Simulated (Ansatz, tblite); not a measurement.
# (F2Al-mu-PH2)3 (Al₃F₆H₆P₃): rung by rung

The task here is to estimate one member of a computed series from the others.

Method: as each input shows; program: Ansatz 0.2.0, Gaussian basis.

Plan: GFN1-xTB, GFN2-xTB, PBE-D4/def2-TZVP, r2SCAN-D4/def2-TZVP, CAM-B3LYP-D4/def2-TZVP, PBE-QIDH/def2-TZVP, r2SCAN0-D4/def2-TZVP, PBE-D4/def2-SVP, PBE0-D4/def2-SVP, HF/STO-3G, CCSD(T)/def2-SVP, MP2/def2-TZVP, RPA/def2-TZVP.

## The structure

The geometry is that of the singlet, from an earlier relaxation (PBE-D4/def2-SVP).

18 atoms, charge 0, spin multiplicity 1.

Bond lengths: Al1–F2 1.678 Å, Al1–F3 1.692 Å, Al1–P4 2.409 Å, Al1–P12 2.411 Å, P4–Al5 2.416 Å, P4–H13 1.428 Å, P4–H14 1.423 Å, Al5–F6 1.680 Å, Al5–F7 1.680 Å, Al5–P8 2.415 Å, P8–Al9 2.410 Å, P8–H15 1.427 Å, P8–H16 1.424 Å, Al9–F10 1.678 Å, Al9–F11 1.693 Å, Al9–P12 2.408 Å, P12–H17 1.426 Å, P12–H18 1.426 Å. Angles: F2–Al1–F3 121.7°, F2–Al1–P4 113.9°, F2–Al1–P12 114.5°, F3–Al1–P4 101.3°, F3–Al1–P12 99.3°, P4–Al1–P12 103.5°, Al1–P4–Al5 109.3°, Al1–P4–H13 108.0°, Al1–P4–H14 113.7°, Al5–P4–H13 109.8°, Al5–P4–H14 113.8°, H13–P4–H14 101.9°, P4–Al5–F6 105.5°, P4–Al5–F7 112.6°, P4–Al5–P8 99.4°, F6–Al5–F7 119.8°, F6–Al5–P8 112.4°, F7–Al5–P8 105.4° and more.

PBE0-D4/def2-TZVP was run before; its log isn't repeated, and its numbers join the tables.

Set-up of the first run:

Tight binding, by tblite at 300 K electronic temperature and without a spin-polarisation term:

```python
tblite.interface.Calculator('GFN1-xTB', numbers, positions, charge=0, uhf=0).singlepoint()
```

Tight binding, by tblite at 300 K electronic temperature and without a spin-polarisation term:

```python
tblite.interface.Calculator('GFN2-xTB', numbers, positions, charge=0, uhf=0).singlepoint()
```

start.molden holds the orbitals of an earlier run on this state, given as this run's starting guess.

Input file in.yaml:

```yaml
crystal:
  periodic: [false, false, false]
  atoms:
    - {symbol: Al, position_ang: [2.154132, -0.182183, -0.007658]}
    - {symbol: F, position_ang: [3.717386, -0.521894, -0.515466]}
    - {symbol: F, position_ang: [1.849386, 0.822013, 1.319754]}
    - {symbol: P, position_ang: [0.778938, 0.841167, -1.700320]}
    - {symbol: Al, position_ang: [-0.932604, 2.176596, -0.640961]}
    - {symbol: F, position_ang: [-0.166007, 3.594804, -0.168337]}
    - {symbol: F, position_ang: [-2.345379, 2.252289, -1.547645]}
    - {symbol: P, position_ang: [-1.449492, 0.741967, 1.231698]}
    - {symbol: Al, position_ang: [-1.449602, -1.536810, 0.448684]}
    - {symbol: F, position_ang: [-2.523895, -2.548759, 1.248050]}
    - {symbol: F, position_ang: [-1.532665, -1.321176, -1.228874]}
    - {symbol: P, position_ang: [0.878041, -2.114031, 0.663341]}
    - {symbol: H, position_ang: [1.615719, 1.674844, -2.502684]}
    - {symbol: H, position_ang: [0.275467, -0.079758, -2.661508]}
    - {symbol: H, position_ang: [-2.721787, 1.066531, 1.790040]}
    - {symbol: H, position_ang: [-0.580996, 0.933151, 2.343544]}
    - {symbol: H, position_ang: [1.256294, -2.490958, 1.985753]}
    - {symbol: H, position_ang: [1.177052, -3.307793, -0.057413]}
basis:
  gaussian: {orbitals: def2-TZVP, fitting: {mean_field: def2-universal-jkfit}, initial_orbitals: start.molden}
hamiltonian: {xc: pbe, dispersion: d4}
scf: {omitted_lower_state_checks: [starts]}
output: {orbitals: {seedname: orbitals}}
```

Run with:

```bash
$ ansatz run in.yaml --threads 2 --pin off --events-out ev --progress --plain --max-ram 20480MiB --backend cuda --devices 0, --max-vram 18GiB
```

Among the steps run: PBE-D4/def2-TZVP; r2SCAN-D4/def2-TZVP; CAM-B3LYP-D4/def2-TZVP; PBE-QIDH/def2-TZVP; r2SCAN0-D4/def2-TZVP; PBE-D4/def2-SVP; PBE0-D4/def2-SVP; HF/STO-3G; CCSD(T)/def2-SVP; MP2/def2-TZVP; RPA/def2-TZVP.

One table of the session follows, with a row left open; its other results are not shown here.

It belongs to the step «Binding energy». 

| method | binding an atom (eV) |
| --- | --- |
| HF/STO-3G | 3.065 |
| HF/def2-SVP | 2.725 |
| HF/def2-TZVP | 2.743 |
| PBE-D4/def2-SVP | 3.812 |
| PBE-D4/def2-TZVP | 3.795 |
| r2SCAN-D4/def2-TZVP | 3.779 |
| PBE0-D4/def2-SVP | 3.710 |
| PBE0-D4/def2-TZVP | 3.712 |
| r2SCAN0-D4/def2-TZVP | 3.690 |
| CAM-B3LYP-D4/def2-TZVP | 3.779 |
| MP2/def2-SVP | 3.583 |
| MP2/def2-TZVP | 3.723 |
| CCSD/def2-SVP | 3.454 |
| CCSD(T)/def2-SVP | ? |

**Question.** Estimate the row for CCSD(T)/def2-SVP.

As computed: binding an atom (eV): 3.489. In the column «binding an atom (eV)» it lies between CCSD/def2-SVP (3.454) and MP2/def2-SVP (3.583).

Limits of these values: Free atoms were run apart at each level; binding is atoms less cluster, divided by the number of atoms, without zero-point or spin-orbit terms.
